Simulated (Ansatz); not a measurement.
Crystal: Ge2Sb2Te5.

```
Te Sb Ge
1.0
     6.83914   -3.06601    0.00000
     6.83914    3.06601    0.00000
    -6.83098    0.00000    6.84761
Te Sb Ge
5 2 2
Direct
  0.59470 0.59470 0.38643
  0.79529 0.79529 0.19611
  0.00832 0.00832 0.00643
  0.20652 0.20652 0.80980
  0.39996 0.39996 0.59712
  0.90171 0.90171 0.58787
  0.11187 0.11187 0.41735
  0.28429 0.28429 0.18783
  0.49734 0.49734 0.01104
```

The cell comes from a database or a generator and needn't be the stable form of this composition.

```yaml
Program: Ansatz 0.2.0
Task: relaxation of cell and atoms
Functional: r2SCAN
Potentials_or_basis: Ansatz PAW
Cutoff: "500 eV (not typed: the program's choice for these potentials)"
k_mesh: 5 × 5 × 4
Occupations: fermi-dirac, width 0.05 eV
Spin: no spin polarisation
```

At the start: volume 31.91 Å³/atom.

Question: Where does the relaxation end?

Answer: It ends after 14 steps and the volume is 32.02 Å³/atom (+0.3 %); space group Cm (No. 8, to 0.05 Å).

Step by step:
```
step  energy change (eV)  largest force (eV/Å)  volume (Å³)
   1              0.0000                0.2993       287.17
   2             -0.0403                0.1224       276.05
   3             -0.0584                0.1032       280.26
   4             -0.0634                0.3888       284.67
   5             -0.0828                0.1960       285.01
   6             -0.0859                0.2211       286.43
   7             -0.0940                0.0523       287.37
   8             -0.0968                0.0880       288.57
   9             -0.1006                0.0863       287.08
  10             -0.1011                0.0854       289.68
  11             -0.1053                0.0317       287.92
  12             -0.1055                0.0219       288.21
  13             -0.1057                0.0104       288.14
  14             -0.1058                0.0104       288.14
```

Final structure:
```xyz
9
Lattice="6.8833 -3.0410 -0.0165 6.8833 3.0410 -0.0165 -6.8915 0.0000 6.8992" Properties=species:S:1:pos:R:3 pbc="T T T"
Te    5.5349    0.0000    2.6337
Te    9.5616    0.0000    1.2707
Te    0.0531    0.0000   -0.0534
Te   -2.7154    0.0000    5.4652
Te    1.3889    0.0000    3.9962
Sb    8.4685    0.0000    4.0702
Sb   -1.3655    0.0000    2.9642
Ge    2.4249    0.0000    1.3363
Ge    6.9088    0.0000    0.2693
```

Caveat: the plane-wave basis is chosen anew once the cell has moved, so the energies of steps on either side of that aren't comparable; the PAW data sets come from PBE, with cores solved anew for the run's functional, which leaves a small shift of forces and pressure.
